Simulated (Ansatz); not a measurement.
A nudged elastic band was laid between two geometries of a periodic cell of 63 atoms, GaSi62 (host Si, host structure diamond, dopant Ga, one Si atom removed).

Method: Ansatz 0.2.0, DFT PBE, scalar-relativistic, plane waves, PAW. Settings: PAW set soft_1, cutoff 250 eV, k mesh 1x1x1, fermi-dirac smearing 0.05 eV, spin collinear.

| Quantity | Value |
| --- | --- |
| movable images | 3 |
| climbing image | yes |
| spring | 5.0 eV/Å² |
| optimiser | quadratic models (default) |
| start path | default |
| force threshold | 0.05 eV/Å |
| iteration limit | 50 |
| end points | relaxed |

Image 0:

```xyz
63
Lattice="10.8600 0.0000 0.0000 0.0000 10.8600 0.0000 0.0000 0.0000 10.8600" Properties=species:S:1:pos:R:3
Si 5.416 -0.005 0.011
Si 6.790 1.345 1.368
Si 8.140 2.722 0.014
Si 9.507 4.075 1.345
Si 8.152 -0.015 2.723
Si 9.516 1.329 4.091
Si -0.014 -0.019 -0.025
Si 1.367 1.345 1.342
Si 2.704 2.722 -0.013
Si 4.072 4.065 1.354
Si 5.413 5.434 -0.014
Si 6.791 6.770 1.342
Si 8.160 8.149 -0.025
Si 9.503 9.495 1.353
Si 2.729 -0.003 2.695
Si 4.083 1.346 4.074
Si 5.429 2.709 2.713
Si 6.794 4.055 4.074
Si 8.141 5.411 2.694
Si 9.500 6.758 4.046
Si 5.440 -0.014 5.434
Si 6.806 1.331 6.798
Si 8.151 2.696 5.434
Si 9.502 4.066 6.784
Si 8.146 -0.006 8.220
Si 9.500 1.375 9.521
Si -0.014 5.465 -0.046
Si 1.345 6.790 1.340
Si 2.672 8.151 -0.043
Si 4.063 9.490 1.345
Si 0.001 2.711 2.712
Si 1.371 4.078 4.077
Si 2.705 5.434 2.698
Si 4.060 6.769 4.076
Si 5.428 8.139 2.712
Si 6.810 9.482 4.094
Si 0.081 -0.009 5.428
Si 1.378 1.372 6.785
Si 2.729 2.722 5.426
Si 4.062 4.076 6.791
Si 5.414 5.408 5.423
Si 6.762 6.757 6.785
Si 8.146 8.055 5.432
Ga 9.509 9.488 6.791
Si 2.694 -0.020 8.131
Si 4.061 1.344 9.513
Si 5.427 2.712 8.146
Si 6.793 4.078 9.514
Si 8.157 5.444 8.131
Si 9.537 6.846 9.432
Si -0.003 8.142 2.708
Si 1.382 9.496 4.046
Si -0.013 5.445 5.440
Si 1.281 6.853 6.824
Si 2.690 8.148 5.443
Si 4.070 9.494 6.785
Si -0.003 2.715 8.140
Si 1.349 4.083 9.489
Si 2.670 5.469 8.126
Si 4.054 6.792 9.488
Si 5.425 8.142 8.141
Si 6.767 9.497 9.522
Si 1.293 9.464 9.436
```

Image 4:

Only the atoms that move by more than 0.05 Å are listed.
```
Si7 -0.001 0.026 0.021
Si13 8.119 8.146 0.021
Si20 9.512 6.803 4.092
Si25 8.211 -0.066 8.109
Si26 9.512 1.338 9.487
Si37 -0.036 -0.066 5.496
Si38 1.342 1.338 6.797
Si42 6.807 6.803 6.797
Si43 8.211 8.181 5.496
Ga44 10.854 8.151 8.139
Si45 2.736 0.026 8.144
Si49 8.119 5.409 8.144
Si50 9.418 6.790 9.500
Si52 1.342 9.493 4.092
Si53 -0.001 5.409 5.404
Si54 1.355 6.790 6.703
Si55 2.736 8.146 5.404
Si62 6.807 9.493 9.487
Si63 1.355 9.587 9.500
```

Question: What changes between the two ends?

Answer: The atom that moves furthest is Ga44, by 2.33 Å; four of its nearest neighbours are Si43 2.40, Si37 2.40, Si25 2.40, Si54 3.72 Å at the first end and Si54 2.40, Si50 2.40, Si63 2.40, Si25 3.74 Å at the last.

Question: What energy profile does the band end with?

Answer: The forces met the threshold. The highest image is number 2 of 0 to 4, 0.094 eV above the ends, which have the same energy within 2 meV. The order of the point at the top wasn't checked. The plane-wave cutoff is below what these datasets need, so energies and pressures aren't converged. Limits of this set-up: coarse k mesh, a typed lattice constant that wasn't relaxed here.

| image | path coordinate (Å) | energy (eV) | Si25–Ga44 (Å) | Si37–Ga44 (Å) | Si43–Ga44 (Å) |
| --- | --- | --- | --- | --- | --- |
| 0 | 0.00 | 0.000 | 2.40 | 2.40 | 2.40 |
| 1 | 0.63 | 0.043 | 2.52 | 2.52 | 2.52 |
| 2 | 1.24 | 0.094 | 2.79 | 2.79 | 2.79 |
| 3 | 1.87 | 0.043 | 3.25 | 3.25 | 3.25 |
| 4 | 2.49 | 0.000 | 3.74 | 3.74 | 3.74 |

Question: What is the geometry of the highest image?

Answer: 
```xyz
63
Lattice="10.8600 0.0000 0.0000 0.0000 10.8600 0.0000 0.0000 0.0000 10.8600" Properties=species:S:1:pos:R:3
Si 5.427 0.014 0.010
Si 6.800 1.341 1.387
Si 8.127 2.715 0.010
Si 9.505 4.086 1.340
Si 8.164 -0.022 2.749
Si 9.537 1.272 4.153
Si -0.003 0.009 0.001
Si 1.372 1.368 1.357
Si 2.699 2.745 -0.017
Si 4.070 4.071 1.354
Si 5.396 5.442 -0.017
Si 6.774 6.769 1.357
Si 8.132 8.144 0.001
Si 9.502 9.499 1.356
Si 2.726 0.014 2.711
Si 4.103 1.341 4.084
Si 5.430 2.712 2.714
Si 6.800 4.038 4.084
Si 8.127 5.416 2.711
Si 9.502 6.773 4.067
Si 5.465 -0.022 5.448
Si 6.869 1.272 6.821
Si 8.164 2.677 5.448
Si 9.502 4.069 6.786
Si 8.271 -0.130 8.172
Si 9.502 1.358 9.512
Si -0.038 5.511 -0.086
Si 1.336 6.805 1.319
Si 2.630 8.179 -0.085
Si 4.056 9.497 1.340
Si -0.005 2.697 2.728
Si 1.372 4.068 4.058
Si 2.699 5.442 2.681
Si 4.073 6.769 4.058
Si 5.444 8.147 2.728
Si 6.869 9.464 4.154
Si 0.028 -0.130 5.555
Si 1.368 1.358 6.786
Si 2.726 2.715 5.411
Si 4.055 4.086 6.789
Si 5.427 5.415 5.411
Si 6.783 6.773 6.786
Si 8.271 8.113 5.556
Ga 10.180 8.821 7.463
Si 2.717 0.009 8.141
Si 4.073 1.367 9.516
Si 5.444 2.698 8.139
Si 6.774 4.068 9.517
Si 8.132 5.425 8.141
Si 9.471 6.913 9.373
Si -0.003 8.144 2.712
Si 1.368 9.499 4.067
Si -0.003 5.425 5.416
Si 1.228 6.913 6.755
Si 2.717 8.144 5.416
Si 4.072 9.499 6.786
Si -0.003 2.714 8.141
Si 1.336 4.106 9.480
Si 2.630 5.511 8.106
Si 4.035 6.806 9.480
Si 5.428 8.144 8.141
Si 6.783 9.499 9.512
Si 1.229 9.530 9.373
```

Run time: 27 s on 4 threads of Intel(R) Xeon(R) 6975P-C (Granite Rapids), with other jobs on the host, peak memory 1.9 GiB.
